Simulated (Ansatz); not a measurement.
# Zr2H3: the cost of one run

Program: Ansatz 0.2.0. Level of theory: DFT PBE, scalar-relativistic, plane waves, PAW. These are calculated values, not measurements.

### Step 1. The starting structure

The structure is hexagonal, space group P6/mmm (No. 191). The conventional cell has a = 4.039 Å, b = 4.039 Å, c = 4.482 Å, α = 90.00°, β = 90.00°, γ = 120.00°. Zr (site symmetry -6m2) is surrounded by 2 H at 2.24 Å and 3 Zr at 2.33 Å. H (site symmetry -6m2) has 2 Zr at 2.24 Å as nearest neighbours. Around H (site symmetry 6/mmm) lie 6 H at 2.33 Å.

As a file:

```
CELL_PARAMETERS angstrom
4.03928 0.00000 0.00000
-2.01964 3.49812 0.00000
0.00000 0.00000 4.48162
ATOMIC_POSITIONS crystal
Zr 0.33333 0.66667 0.00000
Zr 0.66667 0.33333 0.00000
H 0.33333 0.66667 0.50000
H 0.66667 0.33333 0.50000
H 0.00000 0.00000 0.50000
```

A structure generator made this guess: random cell by space group and Wyckoff sites (P6/mmm, No. 191). Lengths come from tabulated atomic sizes and are only a guess.

### Step 2. Probe: one point on a coarse mesh

File input.yaml:

```yaml
crystal:
  lattice:
    - [4.03927587, 0.0, 0.0]
    - [-2.01963793, 3.49811551, 0.0]
    - [0.0, 0.0, 4.48161883]
  atoms:
    - { symbol: Zr, position: [0.33333333, 0.66666667, 0.0] }
    - { symbol: Zr, position: [0.66666667, 0.33333333, 0.0] }
    - { symbol: H, position: [0.33333333, 0.66666667, 0.5] }
    - { symbol: H, position: [0.66666667, 0.33333333, 0.5] }
    - { symbol: H, position: [0.0, 0.0, 0.5] }
basis:
  ecutwfc: 420
kpoints:
  mp_grid: { grid: [6, 6, 4] }
hamiltonian:
  xc: pbe
scf:
  occupations: { method: gaussian, width: 0.1 }
  lower_state_search: "off"
output:
  forces: true
  stress: true
  eigenvalues: true
```

Run with:

```sh
> ansatz run input.yaml --threads 1 --pin off --max-ram 2560MiB --backend cpu --events-out ev --progress --plain --runs-dir out
```

What time and memory should one allow on 1 thread of Intel Xeon Platinum 8488C (Sapphire Rapids), shared host?

About 1.1 s, with a peak of 0.38 GiB.
